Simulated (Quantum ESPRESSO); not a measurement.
Input of a Quantum ESPRESSO 7.5 run:

pw.in

```
&CONTROL
  calculation = 'scf'
  prefix = 'pwscf'
  outdir = './tmp'
  pseudo_dir = './pseudo'
  tprnfor = .true.
  tstress = .true.
  disk_io = 'low'
/
&SYSTEM
  ibrav = 0
  nat = 2
  ntyp = 2
  ecutwfc = 45
  ecutrho = 360
  nbnd = 20
  input_dft = 'pbe'
  occupations = 'smearing'
  smearing = 'fd'
  degauss = 0.01469973
  vdw_corr = 'grimme-d3'
  dftd3_version = 3
/
&ELECTRONS
  conv_thr = 4d-10
  electron_maxstep = 120
  mixing_beta = 0.9
/
ATOMIC_SPECIES
Hf   178.4900 hf_pbesol_v1.uspp.F.UPF
Ge    72.6300 ge_pbesol_v1.4.uspp.F.UPF
CELL_PARAMETERS angstrom
   3.9335093900    0.0000000000    0.0000000000
  -1.9667546900    3.4065190500    0.0000000000
   0.0000000000    0.0000000000    3.5096193900
ATOMIC_POSITIONS crystal
Hf     0.0000000000    0.0000000000    0.5000000000
Ge     0.3333333300    0.6666666700    0.5000000000
K_POINTS automatic
10 10 10 0 0 0
```

Contents of bands.in:

```
&CONTROL
  calculation = 'bands'
  prefix = 'pwscf'
  outdir = './tmp'
  pseudo_dir = './pseudo'
  disk_io = 'low'
  verbosity = 'high'
/
&SYSTEM
  ibrav = 0
  nat = 2
  ntyp = 2
  ecutwfc = 45
  ecutrho = 360
  nbnd = 20
  input_dft = 'pbe'
  occupations = 'smearing'
  smearing = 'fd'
  degauss = 0.01469973
  vdw_corr = 'grimme-d3'
  dftd3_version = 3
/
&ELECTRONS
  conv_thr = 1d-08
  electron_maxstep = 120
  mixing_beta = 0.9
  diago_full_acc = .true.
/
ATOMIC_SPECIES
Hf   178.4900 hf_pbesol_v1.uspp.F.UPF
Ge    72.6300 ge_pbesol_v1.4.uspp.F.UPF
CELL_PARAMETERS angstrom
   3.9335093900    0.0000000000    0.0000000000
  -1.9667546900    3.4065190500    0.0000000000
   0.0000000000    0.0000000000    3.5096193900
ATOMIC_POSITIONS crystal
Hf     0.0000000000    0.0000000000    0.5000000000
Ge     0.3333333300    0.6666666700    0.5000000000
K_POINTS crystal
60
 0.0000000000  0.0000000000  0.0000000000 1
 0.0833333333  0.0000000000  0.0000000000 1
 0.1666666667  0.0000000000  0.0000000000 1
 0.2500000000  0.0000000000  0.0000000000 1
 0.3333333333  0.0000000000  0.0000000000 1
 0.4166666667  0.0000000000  0.0000000000 1
 0.5000000000  0.0000000000  0.0000000000 1
 0.4444444444  0.1111111111  0.0000000000 1
 0.3888888889  0.2222222222  0.0000000000 1
 0.3333333333  0.3333333333  0.0000000000 1
 0.2916666667  0.2916666667  0.0000000000 1
 0.2500000000  0.2500000000  0.0000000000 1
 0.2083333333  0.2083333333  0.0000000000 1
 0.1666666667  0.1666666667  0.0000000000 1
 0.1250000000  0.1250000000  0.0000000000 1
 0.0833333333  0.0833333333  0.0000000000 1
 0.0416666667  0.0416666667  0.0000000000 1
 0.0000000000  0.0000000000  0.0000000000 1
 0.0000000000  0.0000000000  0.0833333333 1
 0.0000000000  0.0000000000  0.1666666667 1
 0.0000000000  0.0000000000  0.2500000000 1
 0.0000000000  0.0000000000  0.3333333333 1
 0.0000000000  0.0000000000  0.4166666667 1
 0.0000000000  0.0000000000  0.5000000000 1
 0.0714285714  0.0000000000  0.5000000000 1
 0.1428571429  0.0000000000  0.5000000000 1
 0.2142857143  0.0000000000  0.5000000000 1
 0.2857142857  0.0000000000  0.5000000000 1
 0.3571428571  0.0000000000  0.5000000000 1
 0.4285714286  0.0000000000  0.5000000000 1
 0.5000000000  0.0000000000  0.5000000000 1
 0.4583333333  0.0833333333  0.5000000000 1
 0.4166666667  0.1666666667  0.5000000000 1
 0.3750000000  0.2500000000  0.5000000000 1
 0.3333333333  0.3333333333  0.5000000000 1
 0.2962962963  0.2962962963  0.5000000000 1
 0.2592592593  0.2592592593  0.5000000000 1
 0.2222222222  0.2222222222  0.5000000000 1
 0.1851851852  0.1851851852  0.5000000000 1
 0.1481481481  0.1481481481  0.5000000000 1
 0.1111111111  0.1111111111  0.5000000000 1
 0.0740740741  0.0740740741  0.5000000000 1
 0.0370370370  0.0370370370  0.5000000000 1
 0.0000000000  0.0000000000  0.5000000000 1
 0.5000000000  0.0000000000  0.5000000000 1
 0.5000000000  0.0000000000  0.4285714286 1
 0.5000000000  0.0000000000  0.3571428571 1
 0.5000000000  0.0000000000  0.2857142857 1
 0.5000000000  0.0000000000  0.2142857143 1
 0.5000000000  0.0000000000  0.1428571429 1
 0.5000000000  0.0000000000  0.0714285714 1
 0.5000000000  0.0000000000  0.0000000000 1
 0.3333333333  0.3333333333  0.0000000000 1
 0.3333333333  0.3333333333  0.0714285714 1
 0.3333333333  0.3333333333  0.1428571429 1
 0.3333333333  0.3333333333  0.2142857143 1
 0.3333333333  0.3333333333  0.2857142857 1
 0.3333333333  0.3333333333  0.3571428571 1
 0.3333333333  0.3333333333  0.4285714286 1
 0.3333333333  0.3333333333  0.5000000000 1
```

Potentials or basis: GBRV 1.5 PBEsol.

Run with:

```bash
$ OMP_NUM_THREADS=1 pw.x -in pw.in > pw.out
$ OMP_NUM_THREADS=1 pw.x -in bands.in > bands.out
```

**Question.** Estimate the pressure.

**Answer.** 36.5 GPa.

**Question.** What does it give for the band gap on the k mesh?

**Answer.** None (metal or under the smearing width).

Stress tensor (GPa, compression positive):
```
58.67  0.00  0.00
 0.00 58.67  0.00
 0.00  0.00 -7.83
```

Caveat: the potentials were made for another functional, which shifts forces and pressure; a pressure of tens of GPa on the cell as given is suspect, and the run, the potentials or the cell itself is likely at fault; spin-orbit coupling is left out, which moves the levels of the heavy elements; pairwise dispersion overbinds metals, which lowers pressure and volume.
